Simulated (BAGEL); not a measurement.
# CH5B2O (SMILES BOB[CH2]): UHF/STO-3G (density fitting with qzvpp-jkfit)

Aim: the electronic atomisation energy of CH5B2O at UHF/STO-3G (density fitting with qzvpp-jkfit), from 5 runs. 

Program for the calculation: BAGEL 1.2.2.

20 further runs of the same task are left out: 20 set aside as unsound or not needed.

### 1 The system as given

The species is CH5B2O (9 atoms), meant as a doublet with charge 0. As SMILES, `BOB[CH2]`. The coordinates come from a GFN2-xTB relaxation. This is one conformer, not always the lowest.

Bond lengths: B1–O2 1.286 Å, O2–B3 1.323 Å, B3–C4 1.518 Å, B1–H5 1.184 Å, B1–H6 1.184 Å, B3–H7 1.181 Å, C4–H8 1.079 Å, C4–H9 1.077 Å. Angles: B1–O2–B3 179.3°, O2–B3–C4 120.1°, O2–B1–H5 120.1°, O2–B1–H6 120.1°, O2–B3–H7 118.1°, C4–B3–H7 121.8°, B3–C4–H8 122.8°, B3–C4–H9 123.3°, H5–B1–H6 119.7°, H8–C4–H9 114.0°.

### 2 A single-point energy at UHF/STO-3G (density fitting with qzvpp-jkfit)

calc.json reads:

```json
{ "bagel": [

{
  "title": "molecule",
  "basis": "sto-3g",
  "df_basis": "qzvpp-jkfit",
  "angstrom": true,
  "geometry": [
    { "atom": "B", "xyz": [      -0.941110,       1.508880,       0.636940 ] },
    { "atom": "O", "xyz": [      -0.056730,       0.666800,       0.234030 ] },
    { "atom": "B", "xyz": [       0.841180,      -0.210160,      -0.184560 ] },
    { "atom": "C", "xyz": [       0.407830,      -1.604720,      -0.598270 ] },
    { "atom": "H", "xyz": [      -1.477200,       2.225100,      -0.138830 ] },
    { "atom": "H", "xyz": [      -1.220370,       1.574070,       1.785870 ] },
    { "atom": "H", "xyz": [       1.972230,       0.127660,      -0.222440 ] },
    { "atom": "H", "xyz": [      -0.620600,      -1.929790,      -0.566870 ] },
    { "atom": "H", "xyz": [       1.094770,      -2.357860,      -0.945870 ] }
  ]
},

{
  "title": "uhf",
  "nopen": 1
},

{
  "title": "print",
  "file": "orbitals.molden",
  "orbitals": true
}

]}
```

On the command line:

```bash
$ BAGEL_NUM_THREADS=1 BAGEL calc.json > calc.out
```

The program printed:

```text
* using 1 threads per process

  ===============================================================
  ===============================================================

  *** Geometry ***

  { "atom" : "B", "xyz" : [     -1.778440,      2.851370,      1.203642 ] },
  { "atom" : "O", "xyz" : [     -0.107204,      1.260069,      0.442253 ] },
  { "atom" : "B", "xyz" : [      1.589600,     -0.397145,     -0.348768 ] },
  { "atom" : "C", "xyz" : [      0.770687,     -3.032481,     -1.130566 ] },
  { "atom" : "H", "xyz" : [     -2.791503,      4.204830,     -0.262351 ] },
  { "atom" : "H", "xyz" : [     -2.306165,      2.974561,      3.374805 ] },
  { "atom" : "H", "xyz" : [      3.726975,      0.241242,     -0.420351 ] },
  { "atom" : "H", "xyz" : [     -1.172764,     -3.646775,     -1.071229 ] },
  { "atom" : "H", "xyz" : [      2.068815,     -4.455710,     -1.787435 ] },

  Number of auxiliary basis functions:      392

  Since a DF basis is specified, we compute 2- and 3-index integrals:
    o Being stored without compression. Storage requirement is 0.002 GB

  Number of basis functions:       25
  Number of electrons      :       29

    * METHOD: MOLECULE                             0.17

  *** Open-shell HF ***

  === Nuclear Repulsion ===
    94.3792621032

      * DIIS with orbital gradients will be used.

  === UHF iteration (sto-3g) ===
      0       -162.89381798          0.02864071           0.02
      1       -162.94592717          0.00960300           0.02
      2       -162.95201828          0.00390798           0.02
      3       -162.95317471          0.00122192           0.02
      4       -162.95363563          0.00037069           0.02
      5       -162.95373779          0.00003659           0.01
      6       -162.95374272          0.00001450           0.01
      7       -162.95374418          0.00000660           0.01
      8       -162.95374449          0.00000241           0.01
      9       -162.95374451          0.00000100           0.01
     10       -162.95374452          0.00000045           0.02
     11       -162.95374452          0.00000024           0.02
     12       -162.95374452          0.00000006           0.02
     13       -162.95374452          0.00000002           0.02
     14       -162.95374452          0.00000001           0.02
    * SCF iteration converged.

    * S^2 (UHF) is 0.7623

    * Permanent dipole moment:
           (   -0.047104,     0.301520,     0.108336) a.u.

    * METHOD: UHF                                  0.37

    * METHOD: PRINT                                0.00

  ===============================================================
```

Run time: 0.85 s. Hardware: 1 thread of Intel Xeon Platinum 8488C (Sapphire Rapids), shared host.

### 3 The B atom

input.json reads:

```json
{ "bagel": [

{
  "title": "molecule",
  "basis": "sto-3g",
  "df_basis": "qzvpp-jkfit",
  "angstrom": true,
  "geometry": [
    { "atom": "B", "xyz": [    0.000000,    0.000000,    0.000000 ] }
  ]
},
{
  "title": "uhf",
  "nopen": 1
},
{
  "title": "print",
  "file": "orbitals.molden",
  "orbitals": true
}

]}
```

Run the same way, it converges to -24.14912 Eh (log not shown).

### 4 The C atom

input.json reads:

```json
{ "bagel" : [

{
  "title" : "molecule",
  "basis" : "sto-3g",
  "df_basis" : "qzvpp-jkfit",
  "angstrom" : true,
  "geometry" : [
    { "atom" : "C", "xyz" : [    0.000000,    0.000000,    0.000000 ] }
  ]
},
{
  "title" : "uhf",
  "nopen" : 2
},
{
  "title" : "print",
  "file" : "orbitals.molden",
  "orbitals" : true
}

]}
```

Run the same way, it converges to -37.19852 Eh (log not shown).

### 5 The H atom, same level

input.json reads:

```json
{ "bagel" : [

{
  "title" : "molecule",
  "basis" : "sto-3g",
  "df_basis" : "qzvpp-jkfit",
  "angstrom" : true,
  "geometry" : [
    { "atom" : "H", "xyz" : [    0.000000,    0.000000,    0.000000 ] }
  ]
},
{ "title" : "uhf", "nopen" : 1 },
{ "title" : "print", "file" : "orbitals.molden", "orbitals" : true }

]}
```

Run the same way, it converges to -0.46658 Eh (log not shown).

### 6 The O atom, same level

job.json reads:

```json
{ "bagel": [

{
  "title": "molecule",
  "basis": "sto-3g",
  "df_basis": "qzvpp-jkfit",
  "angstrom": true,
  "geometry": [
    { "atom": "O", "xyz": [       0.000000,       0.000000,       0.000000 ] }
  ]
},

{
  "title": "uhf",
  "nopen": 2
},

{
  "title": "print",
  "file": "orbitals.molden",
  "orbitals": true
}

]}
```

Run the same way, it converges to -73.80422 Eh (log not shown).

### 7 Results

Level: UHF/STO-3G (density fitting with qzvpp-jkfit).

| quantity | value |
| --- | --- |
| molecule: total energy | -162.95374 Eh |
| molecule: dipole moment | 0.82 D |
| molecule: ⟨S²⟩ | 0.762 |
| B atom: total energy | -24.14912 Eh |
| B atom: dipole moment | 0.00 D |
| B atom: ⟨S²⟩ | 0.750 |
| C atom: total energy | -37.19852 Eh |
| C atom: dipole moment | 0.00 D |
| C atom: ⟨S²⟩ | 2.000 |
| H atom: total energy | -0.46658 Eh |
| H atom: dipole moment | 0.00 D |
| H atom: ⟨S²⟩ | 0.750 |
| O atom: total energy | -73.80422 Eh |
| O atom: dipole moment | 0.00 D |
| O atom: ⟨S²⟩ | 2.000 |
| electronic atomisation energy | 35.915 eV |

**Reading.** Taking the molecule apart into free atoms costs 35.92 eV (3465 kJ/mol), before zero-point energy and without spin-orbit coupling. Hartree–Fock lacks the correlation of the bonding pairs, which as a rule makes this value much too low; in minimal bases other errors can mask that. In a minimal basis such a difference can be off by several eV, whatever the method.
